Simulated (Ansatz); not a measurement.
# GaC (quartet): B2PLYP, RPA-PBE over vertical spin and charge gaps, cc-pVDZ

How well do these functionals follow the top wave-function level for GaC (quartet) over vertical spin and charge gaps?

Computed with Ansatz 0.2.0, Gaussian basis. Level: cc-pVDZ, all electrons in the functionals, frozen cores in the correlation of double hybrids and RPA.

To be run: B2PLYP, RPA-PBE, at charge 0, quartet; charge 0, doublet; charge 0, sextet; charge 1, triplet; charge 1, quintet.

15 further runs of the same task are left out: 5 that didn't finish, 10 set aside as unsound or not needed. Runs told in other sessions of the task aren't counted.

### Step 1. What is computed

The geometry is a PBE0/def2-TZVP stationary point (not a proven minimum). No spin-orbit coupling is included. The filled d shell of Ga may be among the frozen orbitals whatever the setting's name suggests.

2 atoms, charge 0, spin multiplicity 4.

Atoms are counted from 1 here; the program's logs count them from 0.

Bond lengths: C1–Ga2 2.002 Å.

As a file:

```
C     0.0000    0.0000    0.0000
Ga    0.0000    0.0000    2.0016
```

No dispersion term is added.

The geometry shown and the zero of energy belong to the point charge 0, quartet. The yardstick, FCI, and other wave-function levels (R restricted, U unrestricted, valence and pair active spaces) come from earlier runs.

### Step 2. B2PLYP, charge 0, quartet

The input, in.yaml:

```yaml
crystal:
  periodic: [false, false, false]
  atoms:
    - {symbol: C, position_ang: [0.000000, 0.000000, 0.000000]}
    - {symbol: Ga, position_ang: [0.000000, 0.000000, 2.001600]}
basis:
  gaussian: {orbitals: cc-pVDZ}
magnetization: {spin_polarized: true, initial_magnetization: 3}
hamiltonian: {xc: {name: B2PLYP}}
correlation: {electrons: outside_noble_gas}
```

Command:

```sh
> ansatz run in.yaml --threads 1 --pin off --events-out ev --progress --plain --max-ram 2393MiB
```

After this run come: B2PLYP, charge 0, doublet; B2PLYP, charge 0, sextet; B2PLYP, charge 1, triplet; B2PLYP, charge 1, quintet; RPA-PBE, charge 0, quartet; RPA-PBE, charge 0, doublet; RPA-PBE, charge 0, sextet; RPA-PBE, charge 1, triplet; RPA-PBE, charge 1, quintet.

Before running them: what should the planned runs give, taken together? Wanted: quartet to doublet, FCI; quartet to sextet, FCI; ionisation to the triplet cation, FCI; ionisation to the quintet cation, FCI; largest miss, B2PLYP; largest miss, RPA-PBE.

The runs gave:

| quantity | value |
| --- | --- |
| quartet to doublet, FCI | 1.245 eV |
| quartet to sextet, FCI | 4.048 eV |
| ionisation to the triplet cation, FCI | 8.498 eV |
| ionisation to the quintet cation, FCI | 9.975 eV |
| largest miss, B2PLYP | +0.409 eV (quartet to sextet) |
| largest miss, RPA-PBE | +0.282 eV (ionisation to the quintet cation) |

What this shows: Of the functionals, RPA-PBE keep the smallest largest miss at the points compared (at most 0.282 eV) and B2PLYP strays most (0.409 eV, at quartet to sextet). B2PLYP, RPA-PBE clearly break the spin symmetry at some points (⟨S²⟩ up to 1.04 above the pure value), so energy there is bought with a mixed spin. Functionals and the yardstick converge differently with the basis, so part of each miss in cc-pVDZ is the basis.
